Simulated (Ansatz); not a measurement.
Runs of Ansatz 0.2.0 on B2P. It takes space group R-3m (No. 166, trigonal). The conventional cell has a = 3.030 Å, b = 3.030 Å, c = 11.775 Å, α = 90.00°, β = 90.00°, γ = 120.00°. Around B (site symmetry 3m) lie 1 B at 1.66 Å. Around P (site symmetry -3m) lie 6 B at 2.08 Å. The cell was built by a generator and needn't be a form met in nature.

```tsv
level	gap on the mesh (eV)	pressure (GPa)	largest force (eV/Å)
PBEsol	none	-3.2	0.05
RPBE	none	(c)	0.04
LDA	none	(a)	0.12
BLYP	none	6.0	(b)
PBE	none	-0.2	0.09
revPBE	none	1.8	0.05
```

Alike in all rows: task band structure; potentials or basis Ansatz PAW; no spin polarisation; cell as given; k mesh 10 × 10 × 10; cutoff (eV) 420; smearing fermi-dirac 0.05 eV.

Task: Estimate the missing entries.

Result: (a) -6.2; (b) 0.32; (c) 2.4.

Caveats: the PAW data sets come from PBE, with cores solved anew for the run's functional, which leaves a small shift of forces and pressure (some runs); the potentials were made for another functional, which shifts forces and pressure (some runs).

A k mesh can miss the band edges.

A gap of «none» marks a metal or a gap under the smearing width.

Not every run made on this cell is shown here.
